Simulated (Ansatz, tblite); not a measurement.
# The cluster SnGe5: one state, many levels

An exercise on one series of results from a longer session: the logs are not shown, and one member is left open.

Computed with Ansatz 0.2.0, Gaussian basis. Level: as each input shows.

Plan: GFN1-xTB, GFN2-xTB, PBE-D4/def2-TZVP, r2SCAN-D4/def2-TZVP, B97M-V/def2-TZVP, r2SCANh-D4/def2-TZVP, PBE-D4/def2-SVP, PBE0-D4/def2-SVP, PBE0-D4/def2-TZVPD, PBE-D4/def2-TZVPD, MP2/def2-TZVP, RPA/def2-TZVP.

12 further runs of the same task are left out: 9 that didn't finish, 3 set aside as unsound or not needed.

### The structure

The geometry is that of the singlet, from an earlier relaxation (r2SCAN-D4/def2-SVP). At that level it is the lowest of the isomers that a small search found.

6 atoms, charge 0, spin multiplicity 1.

Bond lengths: Ge1–Ge3 2.548 Å, Ge1–Ge4 2.536 Å, Ge1–Ge5 2.536 Å, Ge1–Sn6 2.678 Å, Ge2–Ge3 2.548 Å, Ge2–Ge4 2.536 Å, Ge2–Ge5 2.536 Å, Ge2–Sn6 2.679 Å. Angles: Ge3–Ge1–Ge4 65.5°, Ge3–Ge1–Ge5 65.5°, Ge3–Ge1–Sn6 112.0°, Ge4–Ge1–Ge5 108.4°, Ge4–Ge1–Sn6 76.8°, Ge5–Ge1–Sn6 76.8°, Ge3–Ge2–Ge4 65.5°, Ge3–Ge2–Ge5 65.5°, Ge3–Ge2–Sn6 111.9°, Ge4–Ge2–Ge5 108.4°, Ge4–Ge2–Sn6 76.8°, Ge5–Ge2–Sn6 76.8°, Ge1–Ge3–Ge2 70.0° and more.

Geometry (Å):

```xyz
6
charge 0, multiplicity 1
Ge    1.0751    0.9887   -0.0642
Ge   -1.0784   -0.9860   -0.0577
Ge    0.0491   -0.0463    2.0256
Ge   -1.3845    1.5103    0.2685
Ge    1.3937   -1.5198    0.1321
Sn   -0.0550    0.0530   -2.3044
```

Sn takes a core potential in the def2 sets. No spin-orbit coupling is included.

PBE0-D4/def2-TZVP was run before; its log isn't repeated, and its numbers join the tables.

The first run:

Tight binding, by tblite at 300 K electronic temperature and without a spin-polarisation term:

```python
tblite.interface.Calculator('GFN1-xTB', numbers, positions, charge=0, uhf=0).singlepoint()
```

Tight binding, by tblite at 300 K electronic temperature and without a spin-polarisation term:

```python
tblite.interface.Calculator('GFN2-xTB', numbers, positions, charge=0, uhf=0).singlepoint()
```

start.molden holds the orbitals of an earlier run on this state, given as this run's starting guess.

Contents of in.yaml:

```yaml
crystal:
  periodic: [false, false, false]
  atoms:
    - {symbol: Ge, position_ang: [1.075059, 0.988682, -0.064162]}
    - {symbol: Ge, position_ang: [-1.078372, -0.985991, -0.057667]}
    - {symbol: Ge, position_ang: [0.049106, -0.046278, 2.025618]}
    - {symbol: Ge, position_ang: [-1.384487, 1.510321, 0.268498]}
    - {symbol: Ge, position_ang: [1.393656, -1.519772, 0.132131]}
    - {symbol: Sn, position_ang: [-0.054962, 0.053038, -2.304428]}
basis:
  gaussian: {orbitals: def2-TZVP, initial_orbitals: start.molden}
hamiltonian: {xc: pbe, dispersion: d4}
scf: {omitted_lower_state_checks: [starts]}
output: {orbitals: {seedname: orbitals}}
```

On the command line:

```sh
$ ansatz run in.yaml --threads 4 --pin off --events-out ev --progress --plain --max-ram 4787MiB
```

Steps of the session up to this table: PBE-D4/def2-TZVP; r2SCAN-D4/def2-TZVP; B97M-V/def2-TZVP; r2SCANh-D4/def2-TZVP; PBE-D4/def2-SVP; PBE0-D4/def2-SVP; PBE0-D4/def2-TZVPD; PBE-D4/def2-TZVPD; MP2/def2-TZVP; RPA/def2-TZVP.

One table of the session follows, with a row left open; its other results are not shown here.

It belongs to the step «Binding energy». 

```
               level  binding an atom (eV)
        HF/def2-TZVP                 1.434
     PBE-D4/def2-SVP                 3.163
    PBE-D4/def2-TZVP                 3.190
   PBE-D4/def2-TZVPD                 3.194
 r2SCAN-D4/def2-TZVP                 3.088
    B97M-V/def2-TZVP                 3.050
r2SCANh-D4/def2-TZVP                 3.037
    PBE0-D4/def2-SVP                 3.004
   PBE0-D4/def2-TZVP                 3.041
  PBE0-D4/def2-TZVPD                 3.046
       RPA/def2-TZVP                     ?
       MP2/def2-TZVP                 3.293
```

Estimate the missing values for RPA/def2-TZVP.

The run gave: binding an atom (eV): 2.694. In the column «binding an atom (eV)» it lies between HF/def2-TZVP (1.434) and PBE0-D4/def2-SVP (3.004).

To keep in mind: Free atoms were run apart at each level; binding is atoms less cluster, divided by the number of atoms, without zero-point or spin-orbit terms.
